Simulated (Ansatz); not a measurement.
**ClF2GeH: up Jacob's ladder to CCSD(T)**

An exercise on one series of results from a longer session: the logs are not shown, and one member is left open.

Method: functionals in def2-TZVPP, the program's frozen cores in correlated methods; program: Ansatz 0.2.0, Gaussian basis.

Levels to be run: LDA (SPW92), PBE-D4, revPBE-D4, BLYP-D4, r2SCAN-D4, B97M-V, PBE0-D4, B3LYP-D4, r2SCANh-D4, r2SCAN0-D4, HSE06-D4, BHLYP-D4, CAM-B3LYP-D4, LC-ωPBE, ωB97X-V, ωB97M-V, B2PLYP, PBE-QIDH; CCSD(T)/def2-SVP; CCSD(T)/def2-TZVPP; MP2/def2-QZVPP; extrapolation to the limit; RPA on PBE.

## The relaxed structure

The geometry comes from an earlier relaxation with PBE0-D4 in a triple-zeta def2 set; it is a stationary point.

SMILES `[F][GeH]([F])[Cl]`, 5 atoms, charge 0, spin multiplicity 1.

Atoms are counted from 1 here; the program's logs count them from 0.

Bond lengths: F1–Ge2 1.713 Å, Ge2–F3 1.713 Å, Ge2–Cl4 2.109 Å, Ge2–H5 1.520 Å. Angles: F1–Ge2–F3 105.2°, F1–Ge2–Cl4 107.8°, F1–Ge2–H5 110.6°, F3–Ge2–Cl4 107.8°, F3–Ge2–H5 110.6°, Cl4–Ge2–H5 114.3°.

As a file:

```csv
atom,x (Å),y (Å),z (Å)
F1,1.5376,0.6997,-0.2299
Ge2,0.0167,-0.0118,0.1109
F3,-1.1256,1.2488,-0.0928
Cl4,-0.3600,-1.4703,-1.3655
H5,-0.0188,-0.5399,1.5360
```

The first run:

in.yaml reads:

```yaml
crystal:
  periodic: [false, false, false]
  atoms:
    - {symbol: F, position_ang: [1.537619, 0.699653, -0.229919]}
    - {symbol: Ge, position_ang: [0.016723, -0.011771, 0.110889]}
    - {symbol: F, position_ang: [-1.125609, 1.248781, -0.092788]}
    - {symbol: Cl, position_ang: [-0.360036, -1.470343, -1.365452]}
    - {symbol: H, position_ang: [-0.018798, -0.539921, 1.535969]}
basis:
  gaussian: {orbitals: def2-TZVPP}
hamiltonian: {xc: lda}
output: {orbitals: {seedname: orbitals}}
```

Among the steps run: LDA; PBE-D4 (GGA); revPBE-D4 (GGA); BLYP-D4 (GGA); r2SCAN-D4 (meta-GGA); B97M-V (meta-GGA); PBE0-D4 (hybrid); B3LYP-D4 (hybrid); r2SCANh-D4 (hybrid); r2SCAN0-D4 (hybrid); HSE06-D4 (hybrid); BHLYP-D4 (hybrid); CAM-B3LYP-D4 (range-separated); LC-ωPBE-D4 (range-separated; the results give it without D4); ωB97X-V (range-separated); ωB97M-V (range-separated); B2PLYP (double hybrid); PBE-QIDH (double hybrid).

One table of the session follows, with a row left open; its other results are not shown here.

It belongs to the step «Orbital energies across the functionals». 

```
  functional  HOMO (eV)  gap (eV)
 LDA (SPW92)          ?         ?
      PBE-D4      -8.51      6.67
   revPBE-D4      -8.45      6.73
     BLYP-D4      -8.35      6.52
   r2SCAN-D4      -8.91      7.42
      B97M-V      -9.00      7.46
     PBE0-D4     -10.00      9.22
    B3LYP-D4      -9.71      8.55
  r2SCANh-D4      -9.45      8.33
  r2SCAN0-D4     -10.26      9.70
    HSE06-D4      -9.59      8.43
    BHLYP-D4     -11.33     11.59
CAM-B3LYP-D4     -11.40     11.64
     LC-ωPBE     -12.85     14.45
     ωB97X-V     -12.46     13.96
     ωB97M-V     -12.28     13.58
```

**Question.** Estimate the row for LDA (SPW92).

As computed: HOMO (eV): -8.66; gap (eV): 6.52. In the column «HOMO (eV)» it lies between r2SCAN-D4 (-8.91) and PBE-D4 (-8.51).
